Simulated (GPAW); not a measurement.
# Zn4Te3O (R3m) in GPAW: a series of runs

Aim: see how the results for Zn4Te3O move with the level of theory and the settings. Levels: LDA, PBE. Tasks: single point.

All numbers are computed with GPAW 26.7.0; they aren't measurements. Logs are shortened: lines on timing, memory, paths and dates and some standing lists are left out, and cuts for length are marked. The log counts tension as positive stress, the text compression.

## 1. Starting point

The structure is trigonal, space group R3m (No. 160). Conventional cell: a = 4.169 Å, b = 4.169 Å, c = 40.243 Å, α = 90.00°, β = 90.00°, γ = 120.00°. Around Te (site symmetry 3m) lie 4 Zn at 2.63 to 2.64 Å. Te (site symmetry 3m) has 4 Zn at 2.62 to 2.64 Å as nearest neighbours. Around Te (site symmetry 3m) lie 4 Zn at 2.61 to 2.64 Å. Zn (site symmetry 3m) has 1 O at 1.94 Å as nearest neighbours. Zn (site symmetry 3m) has 4 Te at 2.62 to 2.63 Å as nearest neighbours. Zn (site symmetry 3m) is surrounded by 4 Te at 2.61 to 2.64 Å. Zn (site symmetry 3m) has 3 O at 2.44 Å and 1 Te at 2.64 Å as nearest neighbours. Around O (site symmetry 3m) lie 1 Zn at 1.94 Å.

The cell comes from a database or a generator and needn't be the stable form of this composition.

## 2. Single point, LDA

run.py

```python
from ase import Atoms
from ase.dft.bandgap import bandgap
from ase.io import write
from ase.units import GPa
from gpaw import GPAW, PW

atoms = Atoms(['Te', 'Te', 'Te', 'Zn', 'Zn', 'Zn', 'Zn', 'O'],
              cell=[[2.0847141326, 1.2036102656, 13.4142837488],
                    [-2.0847141326, 1.2036102656, 13.4142837488],
                    [0.0, -2.4072205313, 13.4142837488]],
              scaled_positions=[[0.569669, 0.569669, 0.569669],
                                [0.811895, 0.811895, 0.811895],
                                [0.05426167, 0.05426167, 0.05426167],
                                [0.263368, 0.263368, 0.263368],
                                [0.50426233, 0.50426233, 0.50426233],
                                [0.74619133, 0.74619133, 0.74619133],
                                [0.98867033, 0.98867033, 0.98867033],
                                [0.31168, 0.31168, 0.31168]],
              pbc=True)

calc = GPAW(mode=PW(600),
            xc='LDA',
            kpts={'size': (3, 3, 3), 'gamma': True},
            occupations={'name': 'fermi-dirac', 'width': 0.05},
            nbands=57,
            maxiter=120,
            txt='gpaw.txt')
atoms.calc = calc
energy = atoms.get_potential_energy()
forces = atoms.get_forces()
stress = atoms.get_stress()
calc.write('gs.gpw')
write('result.traj', atoms)
print(f'Energy: {energy:.6f} eV')
print('Forces (eV/A):')
print(forces.round(4))
print('Stress (GPa):', (stress / GPa).round(3))
print('Fermi level:', round(calc.get_fermi_level(), 4), 'eV')
print(f'Gap: {bandgap(calc)[0]:.4f} eV, direct: {bandgap(calc, direct=True)[0]:.4f} eV')
```

Potentials or basis: the program's PAW data sets (release 1.2.1) made for this functional, pw.

Started as:

```bash
$ OMP_NUM_THREADS=1 python run.py
```

gpaw.txt:

```text
__  _  _
 | _ |_)|_||  |
 |__||  | ||/\| - 26.7.0

Input parameters:
  mode=PW(ecut=600.0),
  kpts=MonkhorstPack(size=(3, 3, 3), gamma=True),
  maxiter=120,
  nbands=57,
  occupations=Occupations(name='fermi-dirac', width=0.05),
  xc=XC(name='LDA')

Diagonalizing LCAO Hamiltonian
Converting LCAO to pw mode

       Zn

       Te

       Zn

       Te

       Zn

       O

       Zn

       Te

Atoms  # Å, Bohr magnetons
|   | symbol |         x |         y |         z |    initial magnetic moments |
|---|--------|-----------|-----------|-----------|-----------------------------|
| 0 |     Te |  0.000000 | -0.000000 | 22.925105 | ( 0.0000,  0.0000,  0.0000) |
| 1 |     Te |  0.000000 | -0.000000 | 32.672970 | ( 0.0000,  0.0000,  0.0000) |
| 2 |     Te | -0.000000 | -0.000000 |  2.183644 | ( 0.0000,  0.0000,  0.0000) |
| 3 |     Zn | -0.000000 | -0.000000 | 10.598679 | ( 0.0000,  0.0000,  0.0000) |
| 4 |     Zn | -0.000000 | -0.000000 | 20.292954 | ( 0.0000,  0.0000,  0.0000) |
| 5 |     Zn |  0.000000 | -0.000000 | 30.028867 | ( 0.0000,  0.0000,  0.0000) |
| 6 |     Zn | -0.000000 | -0.000000 | 39.786913 | ( 0.0000,  0.0000,  0.0000) |
| 7 |      O |  0.000000 | -0.000000 | 12.542892 | ( 0.0000,  0.0000,  0.0000) |

Unit cell  # Å
| periodic |         x |         y |         z |   lengths |    angles |
|----------|-----------|-----------|-----------|-----------|-----------|
|      yes |  2.084714 |  1.203610 | 13.414284 | 13.628563 | 17.597763 |
|      yes | -2.084714 |  1.203610 | 13.414284 | 13.628563 | 17.597763 |
|      yes |  0.000000 | -2.407221 | 13.414284 | 13.628563 | 17.597763 |

Number of symmetries: 6
Symmetry operations  # r_c * U_cc + t_c -> r_c
|   | kind |            matrix            |
|---|------|------------------------------|
| 0 |  E   |  1, 0, 0,  0, 1, 0,  0, 0, 1 |
| 1 |  σ   |  1, 0, 0,  0, 0, 1,  0, 1, 0 |
| 2 |  σ   |  0, 1, 0,  1, 0, 0,  0, 0, 1 |
| 3 |  C3  |  0, 1, 0,  0, 0, 1,  1, 0, 0 |
| 4 |  C3  |  0, 0, 1,  1, 0, 0,  0, 1, 0 |
| 5 |  σ   |  0, 0, 1,  0, 1, 0,  1, 0, 0 |

BZ-sampling:
  Number of BZ points: 27
  Number of IBZ points: 6

  Monkhorst-Pack size: [3, 3, 3]
  Monkhorst-Pack shift: [0, 0, 0]

K-points  # in reciprocal-cell coordinates
|   |                                coordinates |     weight |
|---|--------------------------------------------|------------|
| 0 | (  0.00000000,   0.00000000,   0.00000000) | 0.03703704 |
| 1 | (  0.33333333,   0.00000000,  -0.33333333) | 0.22222222 |
| 2 | (  0.33333333,   0.00000000,   0.00000000) | 0.22222222 |
| 3 | (  0.33333333,   0.33333333,  -0.33333333) | 0.22222222 |
| 4 | (  0.33333333,   0.33333333,   0.00000000) | 0.22222222 |
| 5 | (  0.33333333,   0.33333333,   0.33333333) | 0.07407407 |

Plane wave coefficients: 6771
Cutoff: 600.0 eV

Spin-components: 1 (collinear spins)
Bands:           57
Projectors:      44
Spin-degeneracy: 2
Datatype:        complex128

Parallelization:
  kpt:    1
  domain: 1
  band:   1

Density:
  Valence electrons: 72.0
  Components: 1
  Grid points: [80 80 80]
  Charge: 0.0  # |e|

Potential:
  Grid points: [80 80 80]

species:
  Te:
    name:    Tellurium
    Z:       52.0
    valence: 6
    core:    46
    charge:  0.0  # [|e|]
    compensation charges:
      type: gauss
      rc: 0.36  # [Å]
      lmax: 2
    cutoffs:
      filter: 2.09  # [Å]
      core: 3.17  # [Å]
    projectors
    | kind |    occ | energy [eV] | rcut [Å] |
    |------|--------|-------------|----------|
    |   5s |  2.000 |     -15.337 |    1.180 |
    |   5p |  4.000 |      -6.113 |    1.196 |
    |    s |        |      11.875 |    1.180 |
    |    p |        |      21.098 |    1.196 |
    |    d |        |       0.000 |    1.238 |

    Using partial waves for Te as LCAO basis

  Zn:
    name:    Zinc
    Z:       30.0
    valence: 12
    core:    18
    charge:  0.0  # [|e|]
    compensation charges:
      type: gauss
      rc: 0.37  # [Å]
      lmax: 2
    cutoffs:
      filter: 2.14  # [Å]
      core: 2.28  # [Å]
    projectors
    | kind |    occ | energy [eV] | rcut [Å] |
    |------|--------|-------------|----------|
    |   4s |  2.000 |      -6.218 |    1.286 |
    |   4p |  0.000 |      -1.230 |    1.270 |
    |   3d | 10.000 |     -10.426 |    1.180 |
    |    s |        |      20.994 |    1.286 |
    |    p |        |      25.981 |    1.270 |
    |    d |        |      16.786 |    1.180 |

    Using partial waves for Zn as LCAO basis

  O:
    name:    Oxygen
    Z:       8.0
    valence: 6
    core:    2
    charge:  0.0  # [|e|]
    compensation charges:
      type: gauss
      rc: 0.21  # [Å]
      lmax: 2
    cutoffs:
      filter: 1.17  # [Å]
      core: 0.83  # [Å]
    projectors
    | kind |    occ | energy [eV] | rcut [Å] |
    |------|--------|-------------|----------|
    |   2s |  2.000 |     -23.752 |    0.688 |
    |   2p |  4.000 |      -9.195 |    0.598 |
    |    s |        |       3.459 |    0.688 |
    |    p |        |      18.016 |    0.598 |
    |    d |        |       0.000 |    0.619 |

    Using partial waves for O as LCAO basis

Reference energy: -751092.003313  # eV

eigensolver:
  PPCG
  Converge bands: occupied
  niter=2

density mixing:
  MSR1-Mixer
  Pratt-step length: 0.05
  Maximum mixing coefficient: 0.75
  Old densities: 10
  SVD Regularization: 0.005
  Good broyden scale: 1.0
  Trust region scale: 1.0
  Backstep threshold: 4.0
  History deletion threshold: 6.0
  Fourier metric: weight=20.0, sigma=0.015

occupation numbers:
  Fermi-Dirac:
    width: 0.0500  # eV

poisson solver:
  ecut: 4800.0  # eV

xc functional:
  name: None

convergence criteria:
- Maximum [total energy] change in last 3 cyles: 0.0005 eV / valence electron
- Maximum integral of absolute [dens]ity change: 0.0001 electrons / valence electron
- Maximum integral of absolute [eigenst]ate change: 4e-08 eV^2 / valence electron
maximum number of iterations: 120

SCF iterations
|iter     | |      energy | eigst |  dens |
|---------|-|-------------|-------|-------|
|iter:   1| |  -30.336201 | +0.87 |       |
|iter:   2| |  -29.595263 | -0.33 | -1.18 |
|iter:   3| |  -27.870889 | -0.72 | -1.22 |
|iter:   4| |  -27.818201 | -1.61 | -1.56 |
|iter:   5| |  -27.846678 | -1.66 | -1.75 |
|iter:   6| |  -27.759569 | -2.05 | -1.94 |
|iter:   7| |  -27.752021 | -2.77 | -2.41 |
|iter:   8| |  -27.751085c| -3.88 | -2.88 |
|iter:   9| |  -27.751105c| -4.03 | -3.04 |
|iter:  10| |  -27.750979c| -5.12 | -3.48 |
|iter:  11| |  -27.750989c| -6.35 | -4.05c|
|iter:  12| |  -27.750996c| -7.24 | -4.54c|
|iter:  13| |  -27.750994c| -7.88c| -4.95c|

Converged in 13 steps
Energy contributions relative to reference atoms: (reference = -751092.003313)

Energy contributions:
  Kinetic:          37.075540
  Coulomb:         -32.434779
  Zero:              0.473528
  External:          0.000000
  Xc:              -32.857457
  Entropy:          -0.015654
  Spinorbit:         0.000000
  ----------------------------
  Free energy:     -27.758821
  Extrapolated:    -27.750994

dipole moment: (-0.000000, 0.000000, 0.000008)  # |e|*Ang

Fermi level: 3.736
Eigenvalues  # (at kpt = [0.000, 0.000, 0.000])
| band index |      eig [eV] | occ [0-2] |
|------------|---------------|-----------|
|          0 |       -13.278 |     2.000 |
|        ... |               |           |
|         29 |         2.657 |     2.000 |
|         30 |         3.017 |     2.000 |
|         31 |         3.017 |     2.000 |
|         32 |         3.076 |     2.000 |
|         33 |         3.350 |     1.999 |
|         34 |         3.350 |     1.999 |
[... 8 lines left out ...]
|         43 |         8.410 |     0.000 |
|         44 |         8.788 |     0.000 |
|        ... |               |           |
|         56 |        12.689 |     0.000 |

No gap
No difference between direct/indirect transitions

Forces  # eV/Ang
|        x |        y |        z |
|----------|----------|----------|
|  0.00000 | -0.00000 |  0.05724 |  # Te   0
| -0.00000 | -0.00000 |  0.08655 |  # Te   1
|  0.00000 | -0.00000 |  0.10752 |  # Te   2
|  0.00000 | -0.00000 |  0.43460 |  # Zn   3
|  0.00000 |  0.00000 | -0.05565 |  # Zn   4
|  0.00000 |  0.00000 | -0.12687 |  # Zn   5
|  0.00000 | -0.00000 |  0.14364 |  # Zn   6
| -0.00000 |  0.00000 | -0.64651 |  # O    7

Stress tensor  # eV/Ang^3
|         x |         y |        z |
|-----------|-----------|----------|
|  0.027309 | -0.000000 | 0.000000 |
| -0.000000 |  0.027309 | 0.000000 |
|  0.000000 |  0.000000 | 0.043283 |

# Writing to gs.gpw (mode='')
```

Wall time 7.9 min (1 thread of Arm Neoverse V2, shared host); peak memory 1.2 GiB.

These settings aren't checked as converged: the numbers below hold their error.

Results:

| Item | Value |
| --- | --- |
| Free energy | -27.7588 eV |
| Pressure | -5.2 GPa |
| Largest force | 0.647 eV/Å |
| Band gap on the k mesh | none (metal or under the smearing width) |

Caveat: the k mesh is coarse (spacing up to 0.58 Å⁻¹), so the values aren't converged; the cutoff is short for stress and forces, so pressures can be off by a GPa or more; the program warned that so skewed a cell can give wrong results.

## 3. Single point, PBE

run.py: that of step 2 with these lines changed.

```diff
@@ -21,3 +21,3 @@
 calc = GPAW(mode=PW(600),
-            xc='LDA',
+            xc='PBE',
             kpts={'size': (3, 3, 3), 'gamma': True},
```

Potentials or basis: GPAW PAW data sets (gpaw-data 1.2.1), pw.

Started as:

```bash
$ OMP_NUM_THREADS=1 python run.py
```

gpaw.txt:

```text
__  _  _
 | _ |_)|_||  |
 |__||  | ||/\| - 26.7.0

Input parameters:
  mode=PW(ecut=600.0),
  kpts=MonkhorstPack(size=(3, 3, 3), gamma=True),
  maxiter=120,
  nbands=57,
  occupations=Occupations(name='fermi-dirac', width=0.05),
  xc=XC(name='PBE')

Diagonalizing LCAO Hamiltonian
Converting LCAO to pw mode

       Zn

       Te

       Zn

       Te

       Zn

       O

       Zn

       Te

Atoms  # Å, Bohr magnetons
|   | symbol |         x |         y |         z |    initial magnetic moments |
|---|--------|-----------|-----------|-----------|-----------------------------|
| 0 |     Te |  0.000000 | -0.000000 | 22.925105 | ( 0.0000,  0.0000,  0.0000) |
| 1 |     Te |  0.000000 | -0.000000 | 32.672970 | ( 0.0000,  0.0000,  0.0000) |
| 2 |     Te | -0.000000 | -0.000000 |  2.183644 | ( 0.0000,  0.0000,  0.0000) |
| 3 |     Zn | -0.000000 | -0.000000 | 10.598679 | ( 0.0000,  0.0000,  0.0000) |
| 4 |     Zn | -0.000000 | -0.000000 | 20.292954 | ( 0.0000,  0.0000,  0.0000) |
| 5 |     Zn |  0.000000 | -0.000000 | 30.028867 | ( 0.0000,  0.0000,  0.0000) |
| 6 |     Zn | -0.000000 | -0.000000 | 39.786913 | ( 0.0000,  0.0000,  0.0000) |
| 7 |      O |  0.000000 | -0.000000 | 12.542892 | ( 0.0000,  0.0000,  0.0000) |

Unit cell  # Å
| periodic |         x |         y |         z |   lengths |    angles |
|----------|-----------|-----------|-----------|-----------|-----------|
|      yes |  2.084714 |  1.203610 | 13.414284 | 13.628563 | 17.597763 |
|      yes | -2.084714 |  1.203610 | 13.414284 | 13.628563 | 17.597763 |
|      yes |  0.000000 | -2.407221 | 13.414284 | 13.628563 | 17.597763 |

Number of symmetries: 6
Symmetry operations  # r_c * U_cc + t_c -> r_c
|   | kind |            matrix            |
|---|------|------------------------------|
| 0 |  E   |  1, 0, 0,  0, 1, 0,  0, 0, 1 |
| 1 |  σ   |  1, 0, 0,  0, 0, 1,  0, 1, 0 |
| 2 |  σ   |  0, 1, 0,  1, 0, 0,  0, 0, 1 |
| 3 |  C3  |  0, 1, 0,  0, 0, 1,  1, 0, 0 |
| 4 |  C3  |  0, 0, 1,  1, 0, 0,  0, 1, 0 |
| 5 |  σ   |  0, 0, 1,  0, 1, 0,  1, 0, 0 |

BZ-sampling:
  Number of BZ points: 27
  Number of IBZ points: 6

  Monkhorst-Pack size: [3, 3, 3]
  Monkhorst-Pack shift: [0, 0, 0]

K-points  # in reciprocal-cell coordinates
|   |                                coordinates |     weight |
|---|--------------------------------------------|------------|
| 0 | (  0.00000000,   0.00000000,   0.00000000) | 0.03703704 |
| 1 | (  0.33333333,   0.00000000,  -0.33333333) | 0.22222222 |
[... 95 lines left out ...]
    |   2p |  4.000 |      -9.029 |    0.598 |
    |    s |        |       3.251 |    0.688 |
    |    p |        |      18.182 |    0.598 |
    |    d |        |       0.000 |    0.619 |

    Using partial waves for O as LCAO basis

Reference energy: -751858.209214  # eV

eigensolver:
  PPCG
  Converge bands: occupied
  niter=2

density mixing:
  MSR1-Mixer
  Pratt-step length: 0.05
  Maximum mixing coefficient: 0.75
  Old densities: 10
  SVD Regularization: 0.005
  Good broyden scale: 1.0
  Trust region scale: 1.0
  Backstep threshold: 4.0
  History deletion threshold: 6.0
  Fourier metric: weight=20.0, sigma=0.015

occupation numbers:
  Fermi-Dirac:
    width: 0.0500  # eV

poisson solver:
  ecut: 4800.0  # eV

xc functional:
  name: PBE with 2 nearest neighbor stencil

convergence criteria:
- Maximum [total energy] change in last 3 cyles: 0.0005 eV / valence electron
- Maximum integral of absolute [dens]ity change: 0.0001 electrons / valence electron
- Maximum integral of absolute [eigenst]ate change: 4e-08 eV^2 / valence electron
maximum number of iterations: 120

SCF iterations
|iter     | |      energy | eigst |  dens |
|---------|-|-------------|-------|-------|
|iter:   1| |  -25.302975 | +0.86 |       |
|iter:   2| |  -24.546764 | -0.21 | -1.17 |
|iter:   3| |  -22.783256 | -0.61 | -1.21 |
|iter:   4| |  -22.757748 | -1.53 | -1.56 |
|iter:   5| |  -22.804246 | -1.65 | -1.74 |
|iter:   6| |  -22.738309 | -2.05 | -1.96 |
|iter:   7| |  -22.731251 | -2.74 | -2.38 |
|iter:   8| |  -22.731440c| -3.69 | -2.86 |
|iter:   9| |  -22.731424c| -4.24 | -3.26 |
|iter:  10| |  -22.731509c| -4.68 | -3.46 |
|iter:  11| |  -22.731499c| -5.88 | -3.91 |
|iter:  12| |  -22.731510c| -6.61 | -4.36c|
|iter:  13| |  -22.731508c| -7.27 | -4.76c|
|iter:  14| |  -22.731507c| -8.02c| -5.15c|

Converged in 14 steps
Energy contributions relative to reference atoms: (reference = -751858.209214)

Energy contributions:
  Kinetic:          50.678757
  Coulomb:         -43.999178
  Zero:              0.591506
  External:          0.000000
  Xc:              -29.996471
  Entropy:          -0.012242
  Spinorbit:         0.000000
  ----------------------------
  Free energy:     -22.737628
  Extrapolated:    -22.731507

dipole moment: (-0.000000, -0.000000, 0.250888)  # |e|*Ang

Fermi level: 4.093
Eigenvalues  # (at kpt = [0.000, 0.000, 0.000])
| band index |      eig [eV] | occ [0-2] |
|------------|---------------|-----------|
|          0 |       -13.199 |     2.000 |
|        ... |               |           |
|         29 |         3.036 |     2.000 |
|         30 |         3.356 |     2.000 |
|         31 |         3.356 |     2.000 |
|         32 |         3.535 |     2.000 |
|         33 |         3.684 |     1.999 |
|         34 |         3.684 |     1.999 |
[... 8 lines left out ...]
|         43 |         8.845 |     0.000 |
|         44 |         9.168 |     0.000 |
|        ... |               |           |
|         56 |        13.151 |     0.000 |

No gap
No difference between direct/indirect transitions

Forces  # eV/Ang
|        x |        y |        z |
|----------|----------|----------|
| -0.00000 |  0.00000 | -0.00023 |  # Te   0
|  0.00000 | -0.00000 |  0.01611 |  # Te   1
|  0.00000 | -0.00000 |  0.03283 |  # Te   2
|  0.00000 | -0.00000 |  0.10331 |  # Zn   3
|  0.00000 |  0.00000 | -0.00094 |  # Zn   4
|  0.00000 |  0.00000 | -0.04824 |  # Zn   5
|  0.00000 | -0.00000 |  0.01717 |  # Zn   6
|  0.00000 | -0.00000 |  0.04108 |  # O    7

Stress tensor  # eV/Ang^3
|         x |         y |         z |
|-----------|-----------|-----------|
| -0.002189 |  0.000000 |  0.000000 |
|  0.000000 | -0.002189 | -0.000000 |
|  0.000000 | -0.000000 |  0.008340 |

# Writing to gs.gpw (mode='')
```

stdout:

```text
<dir> UserWarning: The angles between your unit-cell vectors are 17.6, 17.6 and 17.6 degrees.  Results may be wrong!  Please Niggli-reduce your unit-cell so that the angles are closer to 90 degrees:

  from ase.build import niggli_reduce
  niggli_reduce(atoms)

  warnings.warn(
Energy: -22.731507 eV
Forces (eV/A):
[[-0.      0.     -0.0002]
 [ 0.     -0.      0.0161]
 [ 0.     -0.      0.0328]
 [ 0.     -0.      0.1033]
 [ 0.      0.     -0.0009]
 [ 0.      0.     -0.0482]
 [ 0.     -0.      0.0172]
 [ 0.     -0.      0.0411]]
Stress (GPa): [-0.351 -0.351  1.336 -0.     0.     0.   ]
Fermi level: 4.093 eV
Gap: 0.0000 eV, direct: 0.0000 eV
```

Run time: 8.6 min. Hardware: 1 thread of Arm Neoverse V2, shared host; peak memory 1.2 GiB.

The run converged, but some of its settings lie outside the range that counts as converged, so its numbers aren't taken as properties of the crystal.

Results:

```yaml
Free_energy: -22.7376 eV
Pressure: -0.2 GPa
Band_gap_on_the_k_mesh: none (metal or under the smearing width)
```

Caveat: the k mesh is coarse (spacing up to 0.58 Å⁻¹), so the values aren't converged; the cutoff is short for stress and forces, so pressures can be off by a GPa or more; the forces don't sum to zero, a sign of grid noise; the program warned that so skewed a cell can give wrong results.
